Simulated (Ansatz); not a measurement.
# C2H7FGeO2: up Jacob's ladder to CCSD(T)

An exercise on one series of results from a longer session: the logs are not shown, and one member is left open.

The runs use Ansatz 0.2.0, Gaussian basis; functionals in def2-TZVPP, the program's frozen cores in correlated methods.

Levels to be run: PBE-D4, r2SCAN-D4, PBE0-D4, B3LYP-D4, ωB97X-V, ωB97M-V, B2PLYP; CCSD(T)/def2-TZVPP; MP2/def2-QZVPP; extrapolation to the limit.

## The geometry

The geometry comes from an earlier relaxation with PBE0-D4 in a triple-zeta def2 set; it is a stationary point, not always the lowest conformer.

SMILES `C[O][GeH]([F])[O]C`, 13 atoms, charge 0, spin multiplicity 1.

Atoms are counted from 1 here; the program's logs count them from 0.

Bond lengths: C1–O2 1.414 Å, C1–H7 1.095 Å, C1–H8 1.095 Å, C1–H9 1.092 Å, O2–Ge3 1.751 Å, Ge3–F4 1.737 Å, Ge3–O5 1.752 Å, Ge3–H10 1.518 Å, O5–C6 1.415 Å, C6–H11 1.095 Å, C6–H12 1.094 Å, C6–H13 1.092 Å. Angles: O2–C1–H7 111.4°, O2–C1–H8 112.0°, O2–C1–H9 107.6°, H7–C1–H8 109.0°, H7–C1–H9 108.3°, H8–C1–H9 108.4°, C1–O2–Ge3 121.5°, O2–Ge3–F4 106.2°, O2–Ge3–O5 114.2°, O2–Ge3–H10 108.9°, F4–Ge3–O5 105.6°, F4–Ge3–H10 111.7°, O5–Ge3–H10 110.1°, Ge3–O5–C6 122.2°, O5–C6–H11 111.3°, O5–C6–H12 112.1°, O5–C6–H13 107.6°, H11–C6–H12 108.8° and more.

Set-up of the first run:

in.yaml

```yaml
crystal:
  periodic: [false, false, false]
  atoms:
    - {symbol: C, position_ang: [-1.589223, 0.068614, -1.169329]}
    - {symbol: O, position_ang: [-1.647895, 0.621445, 0.130808]}
    - {symbol: Ge, position_ang: [-0.443177, 0.239543, 1.342885]}
    - {symbol: F, position_ang: [-0.422752, -1.492534, 1.478344]}
    - {symbol: O, position_ang: [1.189337, 0.696326, 0.900553]}
    - {symbol: C, position_ang: [1.962855, -0.060866, -0.010448]}
    - {symbol: H, position_ang: [-0.790180, 0.526079, -1.762747]}
    - {symbol: H, position_ang: [-1.440314, -1.015978, -1.147954]}
    - {symbol: H, position_ang: [-2.542119, 0.275467, -1.660038]}
    - {symbol: H, position_ang: [-0.834503, 0.901180, 2.651534]}
    - {symbol: H, position_ang: [1.680547, 0.152787, -1.047002]}
    - {symbol: H, position_ang: [1.869725, -1.136564, 0.166558]}
    - {symbol: H, position_ang: [3.007680, 0.224510, 0.126846]}
basis:
  gaussian: {orbitals: def2-TZVPP}
hamiltonian: {xc: pbe, dispersion: d4}
output: {forces: true, orbitals: {seedname: orbitals}}
```

On the command line:

```bash
$ ansatz run in.yaml --threads 2 --pin off --events-out ev --progress --plain --max-ram 22528MiB --backend cuda --devices 0, --max-vram 18GiB
```

Steps of the session up to this table: PBE-D4 (GGA); r2SCAN-D4 (meta-GGA); PBE0-D4 (hybrid); B3LYP-D4 (hybrid); ωB97X-V (range-separated); ωB97M-V (range-separated); B2PLYP (double hybrid); CCSD(T) in def2-TZVPP; MP2 in def2-QZVPP.

One table of the session follows, with a row left open; its other results are not shown here.

| method | atomisation energy (kJ/mol) |
| --- | --- |
| PBE-D4 | 4914.5 |
| r2SCAN-D4 | 4840.9 |
| PBE0-D4 | 4804.2 |
| B3LYP-D4 | 4810.4 |
| ωB97X-V | 4849.1 |
| ωB97M-V | 4829.4 |
| B2PLYP | 4781.0 |
| HF/def2-TZVPP | 3444.2 |
| MP2/def2-TZVPP | ? |
| CCSD/def2-TZVPP | 4658.8 |
| CCSD(T)/def2-TZVPP | 4734.0 |
| MP2/CBS | 4948.4 |
| CCSD(T)/CBS | 4850.1 |

Estimate the missing values for MP2/def2-TZVPP.

The run gave: atomisation energy (kJ/mol): 4832.3. In the column «atomisation energy (kJ/mol)» it lies between ωB97M-V (4829.4) and r2SCAN-D4 (4840.9).
